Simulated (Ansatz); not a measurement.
# LaGa6: the cost of one run

Method: DFT, LDA, no spin polarisation, plane waves, PAW, in Ansatz 0.2.0.

## (1) Geometry

The structure is cubic, space group Pm-3m (No. 221). Conventional cell: a = 5.388 Å, b = 5.388 Å, c = 5.388 Å, α = 90.00°, β = 90.00°, γ = 90.00°. Around Ga (site symmetry 4mm) lie 5 Ga at 2.23 Å. Around La (site symmetry m-3m) lie 24 Ga at 3.97 Å.

Its coordinates follow in the input file.

It starts from an earlier solution of the starting cell (checkpoint.read).

## (2) The relaxation

input.yaml

```yaml
crystal:
  lattice:
    - [5.388277, 0.0, 0.0]
    - [0.0, 5.388277, 0.0]
    - [0.0, 0.0, 5.388277]
  atoms:
    - { symbol: Ga, position: [0.207, 0.5, 0.5] }
    - { symbol: Ga, position: [0.5, 0.207, 0.5] }
    - { symbol: Ga, position: [0.793, 0.5, 0.5] }
    - { symbol: Ga, position: [0.5, 0.793, 0.5] }
    - { symbol: Ga, position: [0.5, 0.5, 0.207] }
    - { symbol: Ga, position: [0.5, 0.5, 0.793] }
    - { symbol: La, position: [0.0, 0.0, 0.0] }
  symmetry: { tolerance: 0.0003 }
kpoints:
  mp_grid: { grid: [6, 6, 6], shift: [0, 0, 0] }
magnetization:
  spin_polarized: false
scf:
  occupations: { method: fermi_dirac }
  lower_state_search: "off"
hamiltonian:
  pseudopotentials: { kind: paw }
  xc: lda
basis:
  ecutwfc: 420
  fft_grid_basis: typed
relax:
  max_steps: 60
  cell: { p_target: 5.0 }
output:
  forces: true
  stress: true
  eigenvalues: true
  bader: true
  populations: true
  elf: true
  write_potential: true
  volumetric_format: npy
  dos:
    e_range: [-12, 8]
    de: 0.05
    projected: { site_lists: { Ga: [Ga], La: [La] } }
  write_density: true
checkpoint:
  read: saved_state
```

Started as:

```console
ansatz run input.yaml --threads 2 --pin off --max-ram 2560MiB --backend cpu --events-out ev --progress --plain --runs-dir out
```

Q: Estimate wall time and peak memory on 2 threads of Intel Xeon Platinum 8375C at 2.90GHz (Ice Lake), shared host.

About 93 s, with a peak of 0.64 GiB.
